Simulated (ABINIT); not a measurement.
# P (Cmce) in ABINIT: settings compared, part 2 of 2

ABINIT 10.8.3 (patched build). Earlier steps stand in the parts before.

## Step 3: Optical spectrum, PBEsol

File run.abi:

```
# Datasets
ndtset 3

# Pseudopotentials
pp_dirpath "./"
pseudos "P.upf"

# Structure
acell 10.7866280208 10.7866280208 8.5862268752
rprim
     0.2886706784    -0.9574284513     0.0000000000
     0.2886706784     0.9574284513     0.0000000000
     0.0000000000     0.0000000000     1.0000000000
ntypat 1
znucl 15
natom 4
typat 1 1 1 1
chkprim 0
chksymtnons 0
tolsym 1.0e-6
xred
   0.9041431300   0.0958568700   0.5888151700
   0.0958568700   0.9041431300   0.4111848300
   0.5958568700   0.4041431300   0.0888151700
   0.4041431300   0.5958568700   0.9111848300

# Plane-wave basis
ecut 18.0

# k points
ngkpt 8 8 8
nshiftk 1
shiftk 0.0 0.0 0.0
istwfk *1

# Exchange and correlation
ixc -116133

# Bands and occupations
occopt 3
tsmear 0.05 eV

# SCF cycle
nstep 80

# Output
iomode 3
prteig 0
prtebands 0

# Dataset 1: ground state
nband1 14
tolvrs1 1.0e-12
prtden1 1
prtwf1 0
kptopt1 1

# Dataset 2: empty bands at fixed density
iscf2 -3
getden2 1
nband2 22
nbdbuf2 4
tolwfr2 1.0e-12
nstep2 120
prtden2 0
kptopt2 1

# Dataset 3: wave functions and velocity matrix elements in the full zone
optdriver3 8
wfk_task3 "wfk_optics_fullbz"
getwfk3 2
nband3 18
kptopt3 1
prtevk3 1
inclvkb3 2
```

File optic.abi:

```
&FILES
 ddkfile_1 = 'runo_DS3_1_EVK.nc',
 ddkfile_2 = 'runo_DS3_2_EVK.nc',
 ddkfile_3 = 'runo_DS3_3_EVK.nc',
 wfkfile = 'runo_DS3_WFK.nc'
/
&PARAMETERS
 broadening = 0.003675,
 domega = 0.002,
 maxomega = 0.8,
 scissor = 0.000000,
 tolerance = 0.002
/
&COMPUTATIONS
 num_lin_comp = 3,
 lin_comp = 11,22,33,
 num_nonlin_comp = 0
/
```

Potentials or basis: PseudoDojo NC SR PBEsol v0.4.1 standard.

On the command line:

```console
abinit run.abi > log 2>&1
optic optic.abi > optic.log 2>&1
```

run.abo:

```text
.Version 10.8.3 of ABINIT
 DATASET    1 : space group Cm c a (# 64); Bravais oC (1-face-center ortho.)
================================================================================
 Values of the parameters that define the memory need for DATASET  1.
     intxc =       0    ionmov =       0      iscf =       7    lmnmax =       6
     lnmax =       6     mgfft =      45  mpssoang =       3    mqgrid =    3001
     natom =       4  nloc_mem =       1    nspden =       1   nspinor =       1
    nsppol =       1      nsym =       8    n1xccc =    2501    ntypat =       1
    occopt =       3   xclevel =       2
       mpw =        2029          nfft =       72900          nkpt =         105
================================================================================
================================================================================
[... 13 lines left out ...]
 DATASET    3 : space group Cm c a (# 64); Bravais oC (1-face-center ortho.)
================================================================================
 Values of the parameters that define the memory need for DATASET  3.
     intxc =       0    ionmov =       0      iscf =       7    lmnmax =       6
     lnmax =       6     mgfft =      45  mpssoang =       3    mqgrid =    3001
     natom =       4  nloc_mem =       1    nspden =       1   nspinor =       1
    nsppol =       1      nsym =       8    n1xccc =    2501    ntypat =       1
    occopt =       3   xclevel =       2
       mpw =        2029          nfft =       72900          nkpt =         105
================================================================================
================================================================================

--------------------------------------------------------------------------------
------------- Echo of variables that govern the present computation ------------
--------------------------------------------------------------------------------
 -outvars: echo values of preprocessed input variables --------
            acell      1.0786628021E+01  1.0786628021E+01  8.5862268752E+00 Bohr
              amu      3.09737620E+01
          chkprim           0
      chksymtnons           0
             ecut      1.80000000E+01 Hartree
           getden1          0
           getden2          1
           getden3          0
           getwfk1          0
           getwfk2          0
[... 378 lines left out ...]
internal            : -2.76813069984905E+01
'-kT*entropy'       : -1.95497275151392E-05
total_energy_dc     : -2.76813265482180E+01
...

================================================================================
== DATASET  3 ==================================================================

--- !DatasetInfo
iteration_state: {dtset: 3, }
dimensions: {natom: 4, nkpt: 105, mband: 18, nsppol: 1, nspinor: 1, nspden: 1, mpw: 2029, }
cutoff_energies: {ecut:  18.0, pawecutdg:  -1.0, }
electrons: {nelect:   2.00000000E+01, charge:   0.00000000E+00, occopt:   3.00000000E+00, tsmear:   1.83746611E-03, }
meta: {optdriver: 8, wfk_task: 7, }
...

 mkfilename : getwfk/=0, take file _WFK from output of DATASET   2.

--------------------------------------------------------------------------------

 Computation of velocity matrix elements (DDK)

 Parameters extracted from the Abinit header:
    ecut:     18.0
    nkpt:    512
    mband:   22
    nsppol:  1
    nspinor: 1
    useylm:  0
    inclvkb: 2
    bmin: 1, bmax: 22
    Computing diagonal and off-diagonal matrix elements
    Between band index bmin: 1, bmax: 22

== END DATASET(S) ==============================================================
================================================================================

 -outvars: echo values of variables after computation  --------
            acell      1.0786628021E+01  1.0786628021E+01  8.5862268752E+00 Bohr
           etotal1    -2.7681326548E+01
           etotal2    -2.7681326548E+01
           etotal3     0.0000000000E+00
            fcart1     2.7001235503E-19  2.3967323372E-03 -5.2116575980E-03
                       8.5432393609E-21 -2.3967323372E-03  5.2116575980E-03
                      -5.4856794942E-19 -2.3967323372E-03 -5.2116575980E-03
                       2.7001235503E-19  2.3967323372E-03  5.2116575980E-03
            fcart3     0.0000000000E+00  0.0000000000E+00  0.0000000000E+00
                       0.0000000000E+00  0.0000000000E+00  0.0000000000E+00
                       0.0000000000E+00  0.0000000000E+00  0.0000000000E+00
                       0.0000000000E+00  0.0000000000E+00  0.0000000000E+00
            rprim      2.8867067840E-01 -9.5742845130E-01  0.0000000000E+00
                       2.8867067840E-01  9.5742845130E-01  0.0000000000E+00
                       0.0000000000E+00  0.0000000000E+00  1.0000000000E+00
           strten1     4.0851235207E-05  1.0000054689E-05  1.8544599921E-05
                       0.0000000000E+00  0.0000000000E+00  0.0000000000E+00
           strten3     0.0000000000E+00  0.0000000000E+00  0.0000000000E+00
                       0.0000000000E+00  0.0000000000E+00  0.0000000000E+00
           xangst      1.6477431231E+00 -4.4173149004E+00  2.6753615605E+00
                       1.6477431231E+00  4.4173149004E+00  1.8682740264E+00
                       1.6477431231E+00 -1.0477228208E+00  4.0354376707E-01
                       1.6477431231E+00  1.0477228208E+00  4.1400918198E+00
             xred      9.0414313000E-01  9.5856870000E-02  5.8881517000E-01
                       9.5856870000E-02  9.0414313000E-01  4.1118483000E-01
                       5.9585687000E-01  4.0414313000E-01  8.8815170000E-02
                       4.0414313000E-01  5.9585687000E-01  9.1118483000E-01
 Calculation completed.
```

optic_0001_0001-linopt.out:

```text
#calculated the component:  1  1  of dielectric function
 #broadening:    0.000000E+00    3.675000E-03
 #scissors shift:    0.000000E+00
 #energy window:    2.703903E+01eV    9.936662E-01Ha
 # Energy(eV)         Im(eps(w))
    2.721139E-01    1.895264E-01
    8.163416E-01    2.920110E-01
    1.360569E+00    9.447675E-01
    1.904797E+00    1.905785E+00
    2.449025E+00    8.575090E+00
    2.993252E+00    1.139006E+01
[... 32 lines left out ...]
    2.095277E+01    1.230053E-02
    2.149700E+01    1.070600E-02
[... 169 lines left out ...]
    1.904797E+00    3.967061E-01
    2.449025E+00    4.292332E-01
    2.993252E+00    4.446773E-01
[... 32 lines left out ...]
    2.095277E+01    9.722752E-02
    2.149700E+01    7.661545E-02
 # Energy(eV)         absorption coeff (in 10^6 m-1) = omega Im(eps) / c n(eps)
    1.632683E-01    2.371472E-02
    7.074960E-01    2.008133E-01
    1.251724E+00    1.614729E+00
    1.795951E+00    2.897745E+00
    2.340179E+00    1.884896E+01
    2.884407E+00    4.080686E+01
[... 32 lines left out ...]
    2.084392E+01    2.846042E+00
    2.138815E+01    2.014289E+00
```

It took 5.2 min on 1 thread of Intel Xeon Platinum 8259CL at 2.50GHz (Skylake/Cascade Lake), shared host; peak memory 0.44 GiB.

What came out:

```yaml
Free_energy: -753.2473 eV
Pressure: -0.7 GPa
Largest_force: 0.295 eV/Å
Band_gap_on_the_k_mesh: none (metal or under the smearing width)
```

Forces on the atoms (eV/Å):
```
P    0.000  0.123 -0.268
P    0.000 -0.123  0.268
P    0.000 -0.123 -0.268
P    0.000  0.123  0.268
```

Dielectric function (mean over the directions given):
```
energy (eV)  real part  imaginary part
       0.33      15.84            2.51
       1.31      13.59            2.74
       2.29      15.70            6.68
       3.37      15.18           11.02
       4.35       5.37           18.85
       5.44      -3.16           10.79
       6.42      -2.83            7.75
       7.51      -4.51            7.23
       8.49      -4.44            3.61
       9.58      -3.27            1.90
      10.56      -2.45            1.26
      11.65      -1.83            0.85
      12.63      -1.35            0.56
      13.71      -0.92            0.35
      14.69      -0.65            0.25
      15.78      -0.38            0.15
      16.76      -0.23            0.10
      17.85      -0.06            0.06
      18.83       0.07            0.04
      19.92       0.19            0.03
```

Caveat: the intraband (Drude) term is left out; spectra need much finer meshes, so this one isn't converged; independent-particle spectra lack excitons.
